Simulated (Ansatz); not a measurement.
# GaAs3: the cost of one run

Program: Ansatz 0.2.0. Level of theory: DFT PBE, scalar-relativistic, plane waves, PAW, unless a step names another level. These are calculated values, not measurements.

10 further runs of the same task are left out: 2 that didn't finish, 8 set aside as unsound or not needed.

### Step 1. The formula and the candidates

Pauling electronegativities: Ga 1.81, As 2.18 (spread 0.37). No set of common oxidation states balances it. Tabulated atomic sizes suggest about 22 Å³/atom. 23 candidates were drawn, by swapping species into database cells of other compounds, at random by space group and Wyckoff sites, or by hand, as the table says:

```
name                                                          made from  space group no.                         Wyckoff sites  atoms (primitive cell)  V (Å³/atom)
 c01                                             database cell of Nb3Ir              223                          Ga 2a; As 6c                       8         24.8
 c02                                                             random              191                      Ga 1a; As 2c, 1b                       4         26.8
 c03                                             database cell of Mg3Cd              225                      Ga 4b; As 4a, 8c                       4         25.6
 c04                                                             random              129                      Ga 2c; As 4d, 2a                       8         24.5
 c05                                             database cell of AlCu3               59                      Ga 2a; As 2b, 4e                       8         20.1
 c06                                                             random              123                      Ga 1c; As 2g, 1d                       4         24.0
 c07                                                             random              156                  Ga 1a; As 1b, 1c, 1b                       4         23.0
 c08                                             database cell of Tm3Mg              123                      Ga 1a; As 2h, 1b                       4         29.0
 c09                                             database cell of ScCd3              194                          Ga 2c; As 6h                       8         21.1
 c10                                                             random              167                         Ga 6b; As 18e                       8         26.4
 c11    built by hand: ordered GaGeTe-like quadruple layer, As-Ga-As-As              156                  Ga 1b; As 1b, 1a, 1c                       4         21.5
 c12                                         built by hand: SnP3 (InP3)              166                         Ga 6c; As 18h                       8         21.5
 c13      built by hand: GaAs(111) slab and grey-As bilayer intergrowth              156  Ga 1b, 1c; As 1b, 1c, 1a, 1a, 1b, 1c                       8         21.5
 c14                                             database cell of ScCu3              225                      Ga 4a; As 4b, 8c                       4         22.2
 c15                                             database cell of Pd3Rh              139                      Ga 2a; As 4d, 2b                       4         23.0
 c16  built by hand: ordered gamma-GaSe-like layer with Ga-As dumbbells              160                  Ga 3a; As 3a, 3a, 3a                       4         21.5
 c17                                              database cell of GeP3              166                         Ga 6c; As 18h                       8         20.8
 c18                                                             random              191                      Ga 1b; As 2e, 1a                       4         25.8
 c19                                  built by hand: skutterudite CoAs3              204                         Ga 8c; As 24g                      16         21.5
 c20                                              database cell of Gd3I              221                          Ga 1a; As 3c                       4         22.8
 c21                                                             random              166                          Ga 3a; As 9e                       4         23.0
 c22                                                             random              191                          Ga 2e; As 6l                       8         24.5
 c23                                                             random              229                          Ga 2a; As 6b                       4         22.1
```

### Step 2. Screening run of c13

Input file input.yaml:

```yaml
crystal:
  lattice:
    - [3.9, 0.0, 0.0]
    - [-1.95, 3.37749907, 0.0]
    - [0.0, 0.0, 13.06]
  atoms:
    - { symbol: Ga, position: [0.33333333, 0.66666667, 0.08] }
    - { symbol: Ga, position: [0.66666667, 0.33333333, 0.345] }
    - { symbol: As, position: [0.33333333, 0.66666667, 0.267] }
    - { symbol: As, position: [0.66666667, 0.33333333, 0.532] }
    - { symbol: As, position: [0.0, 0.0, 0.0] }
    - { symbol: As, position: [0.0, 0.0, 0.616] }
    - { symbol: As, position: [0.33333333, 0.66666667, 0.765] }
    - { symbol: As, position: [0.66666667, 0.33333333, 0.853] }
basis:
  ecutwfc: 420
kpoints:
  mp_grid: { grid: [5, 5, 2] }
hamiltonian:
  xc: pbe
scf:
  occupations: { method: gaussian, width: 0.2 }
  lower_state_search: "off"
output:
  forces: true
  stress: true
  eigenvalues: true
relax:
  adjacent_minimum: "off"
  f_tol: 0.08
  max_steps: 16
  cell: { stress_tol: 0.8 }
```

On the command line:

```sh
ansatz run input.yaml --threads 1 --pin off --max-ram 2560MiB --backend cpu --events-out ev --progress --plain --runs-dir out
```

What time and memory should one allow on 1 thread of Arm Neoverse V2, shared host?

About 87 s, with a peak of 0.44 GiB.
